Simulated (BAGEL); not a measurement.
**HF/STO-3G (density fitting with qzvpp-jkfit) run of SiH3O3F (SMILES O[Si](O)(O)F)**

What is the energy change on altering one bond length of SiH3O3F at HF/STO-3G (density fitting with qzvpp-jkfit)? 

Program for the calculation: BAGEL 1.2.2.

### Step 1. Starting point

The species is SiH3O3F (8 atoms), meant as a singlet with charge 0. As SMILES, `O[Si](O)(O)F`. Geometry: relaxed at PBE0-D4/def2-TZVP. This is one conformer, not always the lowest.

Bond lengths: O1–Si2 1.619 Å, Si2–O3 1.619 Å, Si2–O4 1.619 Å, Si2–F5 1.594 Å, O1–H6 0.958 Å, O3–H7 0.958 Å, O4–H8 0.958 Å. Angles: O1–Si2–O3 109.9°, O1–Si2–O4 109.9°, O1–Si2–F5 109.0°, O3–Si2–O4 109.9°, O3–Si2–F5 109.0°, O4–Si2–F5 109.1°, Si2–O1–H6 118.5°, Si2–O3–H7 118.5°, Si2–O4–H8 118.5°.

### Step 2. A single-point energy at HF/STO-3G (density fitting with qzvpp-jkfit)

Contents of input.json:

```json
{ "bagel" : [

{
  "title" : "molecule",
  "basis" : "sto-3g",
  "df_basis" : "qzvpp-jkfit",
  "angstrom" : true,
  "geometry" : [
    { "atom" : "O", "xyz" : [      -0.014900,       1.553700,      -0.307600 ] },
    { "atom" : "Si", "xyz" : [       0.050600,      -0.048800,      -0.087900 ] },
    { "atom" : "O", "xyz" : [       0.980100,      -0.392200,       1.192300 ] },
    { "atom" : "O", "xyz" : [      -1.441000,      -0.634600,       0.141700 ] },
    { "atom" : "F", "xyz" : [       0.682000,      -0.726300,      -1.385600 ] },
    { "atom" : "H", "xyz" : [      -0.516400,       1.893600,      -1.049300 ] },
    { "atom" : "H", "xyz" : [       1.899300,      -0.124100,       1.175200 ] },
    { "atom" : "H", "xyz" : [      -1.547700,      -1.578300,       0.265400 ] }
  ]
},

{
  "title" : "hf"
},

{
  "title" : "print",
  "file" : "orbitals.molden",
  "orbitals" : true
}

]}
```

Command:

```
BAGEL_NUM_THREADS=1 BAGEL input.json > input.out
```

What it wrote:

```text
* using 1 threads per process

  ===============================================================
  ===============================================================

  *** Geometry ***

  { "atom" : "O", "xyz" : [     -0.028157,      2.936067,     -0.581280 ] },
  { "atom" : "Si", "xyz" : [      0.095620,     -0.092219,     -0.166107 ] },
  { "atom" : "O", "xyz" : [      1.852121,     -0.741151,      2.253120 ] },
  { "atom" : "O", "xyz" : [     -2.723095,     -1.199220,      0.267774 ] },
  { "atom" : "F", "xyz" : [      1.288793,     -1.372508,     -2.618405 ] },
  { "atom" : "H", "xyz" : [     -0.975855,      3.578385,     -1.982890 ] },
  { "atom" : "H", "xyz" : [      3.589157,     -0.234515,      2.220806 ] },
  { "atom" : "H", "xyz" : [     -2.924729,     -2.982555,      0.501533 ] },

  Number of auxiliary basis functions:      490

  Since a DF basis is specified, we compute 2- and 3-index integrals:
    o Being stored without compression. Storage requirement is 0.004 GB

  Number of basis functions:       32
  Number of electrons      :       50

    * METHOD: MOLECULE                             0.17

  *** RHF ***

  === Nuclear Repulsion ===
   270.1001770862

      * DIIS with orbital gradients will be used.

  === RHF iteration (sto-3g) ===
      0       -606.85466786          0.01912566           0.02
      1       -606.98171299          0.00323611           0.02
      2       -606.98551013          0.00075557           0.02
      3       -606.98583327          0.00013476           0.02
      4       -606.98584526          0.00003344           0.02
      5       -606.98584618          0.00000544           0.02
      6       -606.98584620          0.00000112           0.02
      7       -606.98584621          0.00000030           0.02
      8       -606.98584621          0.00000005           0.02
      9       -606.98584621          0.00000001           0.02
    * SCF iteration converged.

    * Permanent dipole moment:
           (   -0.166262,     0.179385,     0.339678) a.u.

    * METHOD: HF                                   0.30

    * METHOD: PRINT                                0.00

  ===============================================================
```

Wall time 0.64 s (1 thread of Arm Neoverse V1, shared host); peak memory 0.081 GiB.

### Step 3. The distorted shape

Contents of hf.json:

```json
{ "bagel": [

{
  "title": "molecule",
  "basis": "sto-3g",
  "df_basis": "qzvpp-jkfit",
  "angstrom": true,
  "geometry": [
    { "atom": "O", "xyz": [    0.113138,    2.686123,   -0.456038 ] },
    { "atom": "Si", "xyz": [    0.178638,    1.083623,   -0.236338 ] },
    { "atom": "O", "xyz": [    1.108138,    0.740223,    1.043862 ] },
    { "atom": "O", "xyz": [   -1.312962,    0.497823,   -0.006738 ] },
    { "atom": "F", "xyz": [    0.810038,    0.406123,   -1.534038 ] },
    { "atom": "H", "xyz": [   -0.388362,    3.026023,   -1.197738 ] },
    { "atom": "H", "xyz": [    2.027338,    1.008323,    1.026762 ] },
    { "atom": "H", "xyz": [   -1.547700,   -1.578300,    0.265400 ] }
  ]
},
{
  "title": "hf"
},
{
  "title": "print",
  "file": "orbitals.molden",
  "orbitals": true
}

]}
```

Command:

```
BAGEL_NUM_THREADS=1 BAGEL hf.json > hf.out
```

What it wrote:

```text
* using 1 threads per process

  ===============================================================
  ===============================================================

  *** Geometry ***

  { "atom" : "O", "xyz" : [      0.213800,      5.076037,     -0.861787 ] },
  { "atom" : "Si", "xyz" : [      0.337577,      2.047751,     -0.446614 ] },
  { "atom" : "O", "xyz" : [      2.094077,      1.398819,      1.972613 ] },
  { "atom" : "O", "xyz" : [     -2.481139,      0.940749,     -0.012733 ] },
  { "atom" : "F", "xyz" : [      1.530750,      0.767461,     -2.898912 ] },
  { "atom" : "H", "xyz" : [     -0.733898,      5.718355,     -2.263397 ] },
  { "atom" : "H", "xyz" : [      3.831114,      1.905454,      1.940299 ] },
  { "atom" : "H", "xyz" : [     -2.924729,     -2.982555,      0.501533 ] },

  Number of auxiliary basis functions:      490

  Since a DF basis is specified, we compute 2- and 3-index integrals:
    o Being stored without compression. Storage requirement is 0.004 GB

  Number of basis functions:       32
  Number of electrons      :       50

    * METHOD: MOLECULE                             0.18

  *** RHF ***

  === Nuclear Repulsion ===
   265.7814865612

      * DIIS with orbital gradients will be used.

  === RHF iteration (sto-3g) ===
      0       -606.34647743          0.02558762           0.02
      1       -606.38893421          0.02774037           0.02
      2       -606.65938109          0.00329981           0.02
      3       -606.66337070          0.00074230           0.02
      4       -606.66370303          0.00018961           0.02
      5       -606.66373097          0.00009327           0.02
      6       -606.66374151          0.00005425           0.02
      7       -606.66374609          0.00002459           0.02
      8       -606.66374719          0.00000797           0.02
      9       -606.66374724          0.00000388           0.02
     10       -606.66374726          0.00000276           0.02
     11       -606.66374727          0.00000201           0.02
     12       -606.66374728          0.00000116           0.02
     13       -606.66374729          0.00000041           0.02
     14       -606.66374729          0.00000024           0.02
     15       -606.66374729          0.00000015           0.02
     16       -606.66374729          0.00000008           0.02
     17       -606.66374729          0.00000003           0.02
     18       -606.66374729          0.00000001           0.02
     19       -606.66374729          0.00000001           0.02
    * SCF iteration converged.

    * Permanent dipole moment:
           (   -0.186011,    -0.093839,     0.375768) a.u.

    * METHOD: HF                                   0.52

    * METHOD: PRINT                                0.00

  ===============================================================
```

Run time: 0.87 s. Hardware: 1 thread of Arm Neoverse V1, shared host; peak memory 0.081 GiB.

### Step 4. Summary of results

At HF/STO-3G (density fitting with qzvpp-jkfit):

```
                                                         quantity          value
                                        first shape: total energy  -606.98585 Eh
                                       first shape: dipole moment         1.06 D
                                         first shape: HOMO energy      -10.08 eV
                                         first shape: LUMO energy       12.20 eV
                                       first shape: HOMO–LUMO gap       22.27 eV
                                    distorted shape: total energy  -606.66375 Eh
                                   distorted shape: dipole moment         1.09 D
                                     distorted shape: HOMO energy       -7.27 eV
                                     distorted shape: LUMO energy        2.37 eV
                                   distorted shape: HOMO–LUMO gap        9.64 eV
energy change with the O4–H8 bond stretched from 0.958 to 2.107 Å       8.765 eV
```

**Reading.** One bond (distorted shape) is far stretched, which a spin-restricted single reference describes badly; a broken-symmetry solution may lie lower. With the O4–H8 bond stretched from 0.958 to 2.107 Å the energy rises by 8.76 eV (846 kJ/mol). The first shape isn't relaxed at this level, so the change isn't measured from a minimum. A restricted reference can't describe the breaking bond well at this length. The minimal basis adds a large error of its own.
